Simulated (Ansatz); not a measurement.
# CH4OSSi: single points off equilibrium

The task here is to estimate one member of a computed series from the others.

Method: single points in def2-TZVPP; program: Ansatz 0.2.0, Gaussian basis.

Cores are frozen in the correlated methods.

## Starting geometry

8 atoms, charge 0, spin multiplicity 1.

Atoms are counted from 1 here; the program's logs count them from 0.

Bond lengths: O1–C2 1.226 Å, C2–Si3 1.911 Å, C2–H5 1.124 Å, Si3–S4 2.151 Å, Si3–H6 1.415 Å, Si3–H7 1.531 Å, S4–H8 1.253 Å. Angles: O1–C2–Si3 123.0°, O1–C2–H5 119.1°, Si3–C2–H5 117.5°, C2–Si3–S4 103.8°, C2–Si3–H6 109.9°, C2–Si3–H7 110.5°, S4–Si3–H6 110.8°, S4–Si3–H7 110.5°, H6–Si3–H7 111.0°, Si3–S4–H8 97.3°.

Coordinates:

```xyz
8
CH4OSSi
O     0.4842    2.4392   -0.3576
C     0.1141    1.3168   -0.6837
Si    0.1593   -0.1805    0.5024
S    -0.7658   -1.7578   -0.6297
H    -0.3801    1.1723   -1.6824
H     1.4993   -0.5065    0.8173
H    -0.6467    0.1139    1.7701
H    -0.6327   -2.6653    0.2235
```

Set-up of the first run:

run/in.yaml

```yaml
crystal:
  periodic: [false, false, false]
  atoms:
    - {symbol: O, position_ang: [0.484200, 2.439200, -0.357600]}
    - {symbol: C, position_ang: [0.114100, 1.316800, -0.683700]}
    - {symbol: Si, position_ang: [0.159300, -0.180500, 0.502400]}
    - {symbol: S, position_ang: [-0.765800, -1.757800, -0.629700]}
    - {symbol: H, position_ang: [-0.380100, 1.172300, -1.682400]}
    - {symbol: H, position_ang: [1.499300, -0.506500, 0.817300]}
    - {symbol: H, position_ang: [-0.646700, 0.113900, 1.770100]}
    - {symbol: H, position_ang: [-0.632700, -2.665300, 0.223500]}
basis:
  gaussian: {orbitals: def2-TZVPP}
correlation: {method: ccsd_t}
```

No record of the launch command was kept for these runs.

Steps of the session up to this table: CCSD(T)/def2-TZVPP; PBE0-D4/def2-TZVPP; wB97M-V/def2-TZVPP; r2SCAN-D4/def2-TZVPP; PBE-D4/def2-TZVPP; BHLYP-D4/def2-TZVPP; CAM-B3LYP-D4/def2-TZVPP.

One table of the session follows, with a row left open; its other results are not shown here.

```
      method  RMS force component (eV/Å)  dipole (D)
     PBE0-D4                       1.141        2.18
     wB97M-V                       1.084        2.23
   r2SCAN-D4                           ?           ?
      PBE-D4                       1.103        2.00
    BHLYP-D4                       1.181        2.40
CAM-B3LYP-D4                       1.103        2.30
```

Q: Estimate the row for r2SCAN-D4 from the others.

As computed: RMS force component (eV/Å): 1.087; dipole (D): 2.11. In the column «RMS force component (eV/Å)» it lies between wB97M-V (1.084) and PBE-D4 (1.103).
